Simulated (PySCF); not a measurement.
# Mo+, Mo(2+): ionisation energy in jorge-DZP-DKH

Aim: the ionisation energy of molybdenum from differences of total energies, at each level of theory, and how far each lands from the tabulated value where there is one.

Program: PySCF 2.14.0. Level of theory: unrestricted determinants in a Gaussian basis, no spin-orbit coupling in the energies. These are calculated values, not measurements, unless marked.

### 1 The system

| Quantity | Value |
| --- | --- |
| Element | molybdenum (Z = 42) |
| Basis | jorge-DZP-DKH |
| Hamiltonian | scalar relativity by spin-free X2C-1e |
| State 1 | Mo+: [Kr] 4d5, high-spin 6S determinant |
| State 2 | Mo(2+): [Kr] 4d4, high-spin 5D determinant |
| Methods | UHF, TPSS, BP86, MP2 |
| Core shells frozen in the correlated runs | valence: [Kr] (for Mo+) |

The outer shells:

Mo+ [Kr] 4d5
```
[Kr] core
4d [↑ ][↑ ][↑ ][↑ ][↑ ]
```

Mo2+ [Kr] 4d4
```
[Kr] core
4d [↑ ][↑ ][↑ ][↑ ][  ]
```

The runs were made by one driver on top of PySCF. The scripts below sum up each run's settings (the driver also hands on starting orbitals that pick excited configurations, and frozen orbitals as a list rather than a count), and the logs come from the driver's own runs. The driver starts from symmetry-adapted Hartree-Fock orbitals, holds the occupation by maximum overlap and uses a logarithmic radial grid for functionals, so a plain start would take other cycles.

The driver's launch:

```bash
OMP_NUM_THREADS=1 python atomrun2.py TASK.json OUT
```

The integrals over 48 functions and the set-up took 0.2 s of CPU time.

### 2 Mo+: the ladder of methods

#### UHF

input.py reads:

```python
from pyscf import gto, scf, dft, mp, cc
import basis_set_exchange as bse
mol = gto.M(atom="Mo 0 0 0", charge=1, spin=5, symmetry="D2h",
            basis=gto.basis.parse(bse.get_basis("jorge-DZP-DKH", elements=["Mo"], fmt="nwchem", header=False)),
            nucmod="G")
mf = scf.UHF(mol).sfx2c1e()
mf.irrep_nelec = {'Ag': (8, 6), 'B1g': (2, 1), 'B2g': (2, 1), 'B3g': (2, 1), 'B1u': (3, 3), 'B2u': (3, 3), 'B3u': (3, 3)}
mf.kernel()
```

The log of the run:

```text
damping factor = 0
level_shift factor = 0
DIIS = <class 'pyscf.scf.diis.CDIIS'>
diis_start_cycle = 1
diis_space = 10
diis_damp = 0
SCF conv_tol = 1e-09
SCF conv_tol_grad = None
number electrons alpha = 23  beta = 18
cycle= 1 E= -4044.92011117707  delta_E= 2.27e-12  |g|= 5.36e-07  |ddm|= 5.16e-06
converged SCF energy = -4044.92011117707  <S^2> = 8.7562242  2S+1 = 6.0020744
```

Time after the integrals: 0.12 s (1 thread of Neoverse-V2, shared host).

The occupied shells:

| shell | electrons | mean orbital energy (eV) | spread (eV) | rms radius (bohr) |
| --- | --- | --- | --- | --- |
| 1s β | 1 | -20123.4 | 0 | 0.0404 |
| 1s α | 1 | -20123.3 | 0 | 0.0404 |
| 2s α | 1 | -2931.5 | 0 | 0.166 |
| 2s β | 1 | -2931.3 | 0 | 0.166 |
| 2p α | 3 | -2617.9 | 0 | 0.148 |
| 2p β | 3 | -2617.8 | 0 | 0.148 |
| 3s α | 1 | -543.93 | 0 | 0.457 |
| 3s β | 1 | -543.85 | 0 | 0.457 |
| 3p α | 3 | -438.20 | 0 | 0.461 |
| 3p β | 3 | -438.08 | 0 | 0.461 |
| 3d α | 5 | -265.59 | 0 | 0.451 |
| 3d β | 5 | -265.21 | 0 | 0.451 |
| 4s α | 1 | -93.271 | 0 | 1.17 |
| 4s β | 1 | -89.349 | 0 | 1.17 |
| 4p α | 3 | -62.481 | 0 | 1.31 |
| 4p β | 3 | -56.441 | 0 | 1.31 |
| 4d α | 5 | -14.651 | 0 | 2.17 |

⟨S²⟩ = 8.756, ⟨L²⟩ = 0.00.

#### TPSS

Changes to input.py:

```diff
@@ -5,3 +5,3 @@
             nucmod="G")
-mf = scf.UHF(mol).sfx2c1e()
+mf = dft.UKS(mol, xc="TPSS").sfx2c1e()
 mf.irrep_nelec = {'Ag': (8, 6), 'B1g': (2, 1), 'B2g': (2, 1), 'B3g': (2, 1), 'B1u': (3, 3), 'B2u': (3, 3), 'B3u': (3, 3)}
```

The log of the run:

```text
damping factor = 0
level_shift factor = 0
DIIS = <class 'pyscf.scf.diis.CDIIS'>
diis_start_cycle = 1
diis_space = 10
diis_damp = 0
SCF conv_tol = 1e-09
SCF conv_tol_grad = None
number electrons alpha = 23  beta = 18
XC functionals = TPSS
    J. Tao, J. P. Perdew, V. N. Staroverov, and G. E. Scuseria.,  Phys. Rev. Lett. 91, 146401 (2003)
    J. P. Perdew, J. Tao, V. N. Staroverov, and G. E. Scuseria.,  J. Chem. Phys. 120, 6898 (2004)
    J. Tao, J. P. Perdew, V. N. Staroverov, and G. E. Scuseria.,  Phys. Rev. Lett. 91, 146401 (2003)
    J. P. Perdew, J. Tao, V. N. Staroverov, and G. E. Scuseria.,  J. Chem. Phys. 120, 6898 (2004)
cycle= 1 E= -4046.8966028184  delta_E= -0.00735  |g|= 0.0172  |ddm|= 0.151
cycle= 2 E= -4046.89665094643  delta_E= -4.81e-05  |g|= 0.00568  |ddm|= 0.0247
cycle= 3 E= -4046.89666583872  delta_E= -1.49e-05  |g|= 0.00142  |ddm|= 0.00966
cycle= 4 E= -4046.89666649135  delta_E= -6.53e-07  |g|= 2.11e-05  |ddm|= 0.00161
cycle= 5 E= -4046.89666649161  delta_E= -2.59e-10  |g|= 1.36e-06  |ddm|= 3.42e-05
converged SCF energy = -4046.89666649161  <S^2> = 8.7510995  2S+1 = 6.0003665
```

It took 1.7 s on 1 thread of Neoverse-V2, shared host, the integrals not counted.

#### BP86

Changes to input.py:

```diff
@@ -5,3 +5,3 @@
             nucmod="G")
-mf = dft.UKS(mol, xc="TPSS").sfx2c1e()
+mf = dft.UKS(mol, xc="B88,P86").sfx2c1e()
 mf.irrep_nelec = {'Ag': (8, 6), 'B1g': (2, 1), 'B2g': (2, 1), 'B3g': (2, 1), 'B1u': (3, 3), 'B2u': (3, 3), 'B3u': (3, 3)}
```

The log of the run:

```text
damping factor = 0
level_shift factor = 0
DIIS = <class 'pyscf.scf.diis.CDIIS'>
diis_start_cycle = 1
diis_space = 10
diis_damp = 0
SCF conv_tol = 1e-09
SCF conv_tol_grad = None
number electrons alpha = 23  beta = 18
XC functionals = B88,P86
    A. D. Becke.,  Phys. Rev. A 38, 3098 (1988)
    J. P. Perdew.,  Phys. Rev. B 33, 8822 (1986)
cycle= 1 E= -4047.5645030489  delta_E= -0.0114  |g|= 0.0159  |ddm|= 0.189
cycle= 2 E= -4047.56451805538  delta_E= -1.5e-05  |g|= 0.00337  |ddm|= 0.0147
cycle= 3 E= -4047.56452121591  delta_E= -3.16e-06  |g|= 0.0011  |ddm|= 0.00522
cycle= 4 E= -4047.56452168678  delta_E= -4.71e-07  |g|= 3.43e-05  |ddm|= 0.0014
cycle= 5 E= -4047.56452168747  delta_E= -6.84e-10  |g|= 1.83e-06  |ddm|= 5.41e-05
converged SCF energy = -4047.56452168747  <S^2> = 8.7508917  2S+1 = 6.0002972
```

Time after the integrals: 0.89 s (1 thread of Neoverse-V2, shared host).

#### MP2 (valence)

Changes to input.py:

```diff
@@ -5,4 +5,5 @@
             nucmod="G")
-mf = dft.UKS(mol, xc="B88,P86").sfx2c1e()
+mf = scf.UHF(mol).sfx2c1e()
 mf.irrep_nelec = {'Ag': (8, 6), 'B1g': (2, 1), 'B2g': (2, 1), 'B3g': (2, 1), 'B1u': (3, 3), 'B2u': (3, 3), 'B3u': (3, 3)}
 mf.kernel()
+mp.UMP2(mf, frozen=18).kernel()
```

The driver printed no log here.

Time after the integrals: 0.01 s (1 thread of Neoverse-V2, shared host).

With 5 electrons correlated, the MP2 correlation energy is -0.04566 hartree (-0.04566 same spin, 0.00000 opposite spin); the SCS form gives -0.01522. Largest pairs of shells: 4d-4d -0.0457.

Radial density 4πr²ρ of Mo+ at UHF, without picture-change correction:

| r (bohr) | density | spin density |
| --- | --- | --- |
| 0.000535 | 0.431 | 0.000 |
| 0.000900 | 1.02 | 0.000 |
| 0.00151 | 2.37 | 0.000 |
| 0.00255 | 5.40 | 0.000 |
| 0.00428 | 11.7 | -0.001 |
| 0.00720 | 23.1 | -0.001 |
| 0.0121 | 39.3 | -0.002 |
| 0.0204 | 52.3 | -0.003 |
| 0.0343 | 49.5 | -0.006 |
| 0.0577 | 46.1 | -0.014 |
| 0.0970 | 64.4 | -0.003 |
| 0.163 | 50.4 | 0.077 |
| 0.274 | 45.1 | 0.119 |
| 0.462 | 38.3 | 0.047 |
| 0.776 | 10.9 | 0.108 |
| 1.31 | 9.22 | 2.344 |
| 2.20 | 3.02 | 2.411 |
| 3.70 | 0.319 | 0.316 |
| 6.22 | 0.000968 | 0.001 |

### 3 Mo(2+): the ladder of methods

#### UHF

input.py reads:

```python
from pyscf import gto, scf, dft, mp, cc
import basis_set_exchange as bse
mol = gto.M(atom="Mo 0 0 0", charge=2, spin=4, symmetry="D2h",
            basis=gto.basis.parse(bse.get_basis("jorge-DZP-DKH", elements=["Mo"], fmt="nwchem", header=False)),
            nucmod="G")
mf = scf.UHF(mol).sfx2c1e()
mf.irrep_nelec = {'Ag': (7, 6), 'B1g': (2, 1), 'B2g': (2, 1), 'B3g': (2, 1), 'B1u': (3, 3), 'B2u': (3, 3), 'B3u': (3, 3)}
mf.kernel()
```

The log of the run:

```text
damping factor = 0
level_shift factor = 0
DIIS = <class 'pyscf.scf.diis.CDIIS'>
diis_start_cycle = 1
diis_space = 10
diis_damp = 0
SCF conv_tol = 1e-09
SCF conv_tol_grad = None
number electrons alpha = 22  beta = 18
cycle= 1 E= -4044.40929816549  delta_E= -0.00237  |g|= 0.0138  |ddm|= 0.0465
cycle= 2 E= -4044.40937048497  delta_E= -7.23e-05  |g|= 0.00275  |ddm|= 0.0108
cycle= 3 E= -4044.40938061097  delta_E= -1.01e-05  |g|= 0.00109  |ddm|= 0.00853
cycle= 4 E= -4044.40938978912  delta_E= -9.18e-06  |g|= 0.000908  |ddm|= 0.0107
cycle= 5 E= -4044.40941012967  delta_E= -2.03e-05  |g|= 0.000212  |ddm|= 0.042
cycle= 6 E= -4044.40941117838  delta_E= -1.05e-06  |g|= 3.44e-05  |ddm|= 0.0106
cycle= 7 E= -4044.40941119229  delta_E= -1.39e-08  |g|= 4.44e-06  |ddm|= 0.00128
cycle= 8 E= -4044.40941119232  delta_E= -2.18e-11  |g|= 1.52e-06  |ddm|= 2.84e-05
converged SCF energy = -4044.40941119232  <S^2> = 6.0044214  2S+1 = 5.0017682
```

It took 0.18 s on 1 thread of Neoverse-V2, shared host, the integrals not counted.

The occupied shells:

| shell | electrons | mean orbital energy (eV) | spread (eV) | rms radius (bohr) |
| --- | --- | --- | --- | --- |
| 1s β | 1 | -20135.2 | 0 | 0.0404 |
| 1s α | 1 | -20135.1 | 0 | 0.0404 |
| 2s α | 1 | -2943.4 | 0 | 0.166 |
| 2s β | 1 | -2943.3 | 0 | 0.166 |
| 2p α | 3 | -2629.8 | 0.012 | 0.148 |
| 2p β | 3 | -2629.7 | 0.062 | 0.148 |
| 3s α | 1 | -555.92 | 0 | 0.457 |
| 3s β | 1 | -555.83 | 0 | 0.457 |
| 3p α | 3 | -450.19 | 0.211 | 0.461 |
| 3p β | 3 | -450.07 | 0.251 | 0.461 |
| 3d α | 5 | -277.54 | 0.281 | 0.451 |
| 3d β | 5 | -277.19 | 0.273 | 0.451 |
| 4s α | 1 | -104.89 | 0 | 1.17 |
| 4s β | 1 | -101.38 | 0 | 1.17 |
| 4p α | 3 | -73.702 | 0.460 | 1.30 |
| 4p β | 3 | -68.393 | 1.242 | 1.30 |
| 4d α | 4 | -25.143 | 1.182 | 2.05 |

⟨S²⟩ = 6.004, ⟨L²⟩ = 6.02.

#### TPSS

Changes to input.py:

```diff
@@ -5,3 +5,3 @@
             nucmod="G")
-mf = scf.UHF(mol).sfx2c1e()
+mf = dft.UKS(mol, xc="TPSS").sfx2c1e()
 mf.irrep_nelec = {'Ag': (7, 6), 'B1g': (2, 1), 'B2g': (2, 1), 'B3g': (2, 1), 'B1u': (3, 3), 'B2u': (3, 3), 'B3u': (3, 3)}
```

The log of the run:

```text
damping factor = 0
level_shift factor = 0
DIIS = <class 'pyscf.scf.diis.CDIIS'>
diis_start_cycle = 1
diis_space = 10
diis_damp = 0
SCF conv_tol = 1e-09
SCF conv_tol_grad = None
number electrons alpha = 22  beta = 18
XC functionals = TPSS
    J. Tao, J. P. Perdew, V. N. Staroverov, and G. E. Scuseria.,  Phys. Rev. Lett. 91, 146401 (2003)
    J. P. Perdew, J. Tao, V. N. Staroverov, and G. E. Scuseria.,  J. Chem. Phys. 120, 6898 (2004)
    J. Tao, J. P. Perdew, V. N. Staroverov, and G. E. Scuseria.,  Phys. Rev. Lett. 91, 146401 (2003)
    J. P. Perdew, J. Tao, V. N. Staroverov, and G. E. Scuseria.,  J. Chem. Phys. 120, 6898 (2004)
cycle= 1 E= -4046.34132749312  delta_E= -0.00706  |g|= 0.018  |ddm|= 0.185
cycle= 2 E= -4046.34138138765  delta_E= -5.39e-05  |g|= 0.00343  |ddm|= 0.0318
cycle= 3 E= -4046.34138573707  delta_E= -4.35e-06  |g|= 0.000813  |ddm|= 0.00569
cycle= 4 E= -4046.34138589243  delta_E= -1.55e-07  |g|= 1.18e-05  |ddm|= 0.000886
cycle= 5 E= -4046.34138589264  delta_E= -2.1e-10  |g|= 4.35e-06  |ddm|= 0.000136
converged SCF energy = -4046.34138589264  <S^2> = 6.0008542  2S+1 = 5.0003417
```

Time after the integrals: 1.7 s (1 thread of Neoverse-V2, shared host).

#### BP86

Changes to input.py:

```diff
@@ -5,3 +5,3 @@
             nucmod="G")
-mf = dft.UKS(mol, xc="TPSS").sfx2c1e()
+mf = dft.UKS(mol, xc="B88,P86").sfx2c1e()
 mf.irrep_nelec = {'Ag': (7, 6), 'B1g': (2, 1), 'B2g': (2, 1), 'B3g': (2, 1), 'B1u': (3, 3), 'B2u': (3, 3), 'B3u': (3, 3)}
```

The log of the run:

```text
damping factor = 0
level_shift factor = 0
DIIS = <class 'pyscf.scf.diis.CDIIS'>
diis_start_cycle = 1
diis_space = 10
diis_damp = 0
SCF conv_tol = 1e-09
SCF conv_tol_grad = None
number electrons alpha = 22  beta = 18
XC functionals = B88,P86
    A. D. Becke.,  Phys. Rev. A 38, 3098 (1988)
    J. P. Perdew.,  Phys. Rev. B 33, 8822 (1986)
cycle= 1 E= -4046.9981466842  delta_E= -0.0105  |g|= 0.0202  |ddm|= 0.334
cycle= 2 E= -4046.99823174928  delta_E= -8.51e-05  |g|= 0.00421  |ddm|= 0.0692
cycle= 3 E= -4046.99823762923  delta_E= -5.88e-06  |g|= 0.000577  |ddm|= 0.0159
cycle= 4 E= -4046.99823767571  delta_E= -4.65e-08  |g|= 3.14e-05  |ddm|= 0.000715
cycle= 5 E= -4046.99823767608  delta_E= -3.72e-10  |g|= 5.92e-06  |ddm|= 5.43e-05
converged SCF energy = -4046.99823767608  <S^2> = 6.0006814  2S+1 = 5.0002726
```

Time after the integrals: 0.81 s (1 thread of Neoverse-V2, shared host).

#### MP2 (valence)

Changes to input.py:

```diff
@@ -5,4 +5,5 @@
             nucmod="G")
-mf = dft.UKS(mol, xc="B88,P86").sfx2c1e()
+mf = scf.UHF(mol).sfx2c1e()
 mf.irrep_nelec = {'Ag': (7, 6), 'B1g': (2, 1), 'B2g': (2, 1), 'B3g': (2, 1), 'B1u': (3, 3), 'B2u': (3, 3), 'B3u': (3, 3)}
 mf.kernel()
+mp.UMP2(mf, frozen=18).kernel()
```

This step left no log, only its results.

It took 0.01 s on 1 thread of Neoverse-V2, shared host, the integrals not counted.

With 4 electrons correlated, the MP2 correlation energy is -0.02628 hartree (-0.02628 same spin, 0.00000 opposite spin); the SCS form gives -0.00876. Largest pairs of shells: 4d-4d -0.0263.

Radial density 4πr²ρ of Mo(2+) at UHF, without picture-change correction:

| r (bohr) | density | spin density |
| --- | --- | --- |
| 0.000535 | 0.431 | 0.000 |
| 0.000900 | 1.02 | 0.000 |
| 0.00151 | 2.37 | 0.000 |
| 0.00255 | 5.40 | 0.000 |
| 0.00428 | 11.7 | 0.000 |
| 0.00720 | 23.1 | -0.001 |
| 0.0121 | 39.3 | -0.002 |
| 0.0204 | 52.3 | -0.003 |
| 0.0343 | 49.5 | -0.005 |
| 0.0577 | 46.1 | -0.010 |
| 0.0970 | 64.4 | 0.000 |
| 0.163 | 50.4 | 0.070 |
| 0.274 | 45.1 | 0.115 |
| 0.462 | 38.3 | 0.043 |
| 0.776 | 10.9 | 0.118 |
| 1.31 | 9.00 | 2.115 |
| 2.20 | 2.49 | 1.902 |
| 3.70 | 0.171 | 0.170 |
| 6.22 | 0.000554 | 0.000 |

### 4 Orbital energies side by side

Highest occupied Hartree-Fock shell of each state: Mo+ 4d α at -14.651 eV; Mo(2+) 4d α at -25.143 eV.

### 5 Differences of total energies

Ionisation energy: Mo+ [Kr] 4d5 (6S) → Mo(2+) [Kr] 4d4 (5D).

| method | value (eV) | less the reference (eV) | CPU time, both states (s) |
| --- | --- | --- | --- |
| UHF | 13.897 | -2.263 | 0.3 |
| TPSS | 15.110 | -1.050 | 3.4 |
| BP86 | 15.409 | -0.751 | 1.7 |
| MP2 (valence) | 14.424 | -1.736 | 0.32 |
| SCS-MP2 (valence) | 14.073 | -2.087 | 0.32 |

Reference: 16.16 ± 0.12 eV (semi-empirical (NIST evaluation); NIST Atomic Spectra Database, ionization energies). The reference lies between the lowest fine-structure levels, while these numbers refer to the centres of the terms. Errors of the correlated levels include the incompleteness of this basis.

Times are CPU seconds on a shared host without the integrals; correlated rows include their Hartree-Fock run, whose time holds the symmetry-adapted start and any spin-orbit constants, while functionals begin from orbitals already made.

### 6 Summary of results

| quantity | value |
| --- | --- |
| ionisation energy, Mo+ | UHF 13.897, MP2 (valence) 14.424 eV; reference 16.16 ± 0.12 |

**Reading.** The methods span 1.513 eV, from UHF (13.897) to BP86 (15.409). The reference is uncertain or not like for like (spin-orbit coupling or other relativistic terms), so no ranking of close methods is drawn. All values hold for this basis alone; no basis-set limit was taken.
